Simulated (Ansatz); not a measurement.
# C2H8BNO: how energies converge with the basis set

One table from this session's results is given with a row withheld; the runs are named, their logs left out.

Method: one geometry, several basis sets; program: Ansatz 0.2.0, Gaussian basis.

Levels to be run: PBE0-D4/def2-SVP; ωB97M-V/def2-SVP; PBE0-D4/def2-QZVPP; ωB97M-V/def2-QZVPP; the functionals' def2-TZVPP values are taken from earlier runs.

## Structure used throughout

An earlier PBE0-D4 in a triple-zeta def2 set relaxation fixed the geometry.

SMILES `CN(C)BO`, 13 atoms, charge 0, spin multiplicity 1.

Atoms are counted from 1 here; the program's logs count them from 0.

Bond lengths: C1–N2 1.442 Å, C1–H6 1.097 Å, C1–H7 1.089 Å, C1–H8 1.097 Å, N2–C3 1.439 Å, N2–B4 1.398 Å, C3–H9 1.097 Å, C3–H10 1.090 Å, C3–H11 1.097 Å, B4–O5 1.375 Å, B4–H12 1.202 Å, O5–H13 0.957 Å. Angles: N2–C1–H6 111.0°, N2–C1–H7 110.0°, N2–C1–H8 111.0°, H6–C1–H7 108.6°, H6–C1–H8 107.6°, H7–C1–H8 108.6°, C1–N2–C3 114.4°, C1–N2–B4 123.0°, C3–N2–B4 122.6°, N2–C3–H9 111.3°, N2–C3–H10 110.0°, N2–C3–H11 111.3°, H9–C3–H10 108.4°, H9–C3–H11 107.5°, H10–C3–H11 108.4°, N2–B4–O5 119.5°, N2–B4–H12 119.4°, O5–B4–H12 121.1° and more.

The first run:

File in.yaml:

```yaml
crystal:
  periodic: [false, false, false]
  atoms:
    - {symbol: C, position_ang: [-1.406000, -0.076951, -0.058905]}
    - {symbol: N, position_ang: [0.031332, -0.104854, 0.052695]}
    - {symbol: C, position_ang: [0.556413, -1.295090, 0.667194]}
    - {symbol: B, position_ang: [0.851331, 0.934881, -0.396536]}
    - {symbol: O, position_ang: [0.282774, 2.044904, -0.974749]}
    - {symbol: H, position_ang: [-1.878198, -0.145171, 0.928926]}
    - {symbol: H, position_ang: [-1.724269, 0.849827, -0.533084]}
    - {symbol: H, position_ang: [-1.769846, -0.920311, -0.658715]}
    - {symbol: H, position_ang: [0.170781, -1.419954, 1.687063]}
    - {symbol: H, position_ang: [1.643953, -1.240745, 0.715305]}
    - {symbol: H, position_ang: [0.279598, -2.192019, 0.098570]}
    - {symbol: H, position_ang: [2.043534, 0.842927, -0.270439]}
    - {symbol: H, position_ang: [0.938898, 2.687854, -1.242426]}
basis:
  gaussian: {orbitals: def2-SVP}
hamiltonian: {xc: pbe0, dispersion: d4}
output: {orbitals: {seedname: orbitals}}
```

On the command line:

```bash
> ansatz run in.yaml --threads 4 --pin off --events-out ev --progress --plain --max-ram 10444MiB
```

Among the steps run: PBE0-D4 in def2-SVP; ωB97M-V in def2-SVP; PBE0-D4 in def2-QZVPP; ωB97M-V in def2-QZVPP.

One of the session's tables, all rows but one given; the rest of the session is left out.

It belongs to the step «Functionals by basis». 

```
functional       basis  HOMO (eV)  LUMO (eV)
   PBE0-D4    def2-SVP      -6.59       1.68
   PBE0-D4  def2-TZVPP      -6.73       1.14
   PBE0-D4  def2-QZVPP      -6.75       0.71
   ωB97M-V    def2-SVP      -8.88       3.66
   ωB97M-V  def2-TZVPP          ?          ?
   ωB97M-V  def2-QZVPP      -9.05       1.74
```

Q: Estimate the row for ωB97M-V, def2-TZVPP from the others.

As computed: HOMO (eV): -9.03; LUMO (eV): 2.42. In the column «HOMO (eV)» it lies between ωB97M-V, def2-QZVPP (-9.05) and ωB97M-V, def2-SVP (-8.88).
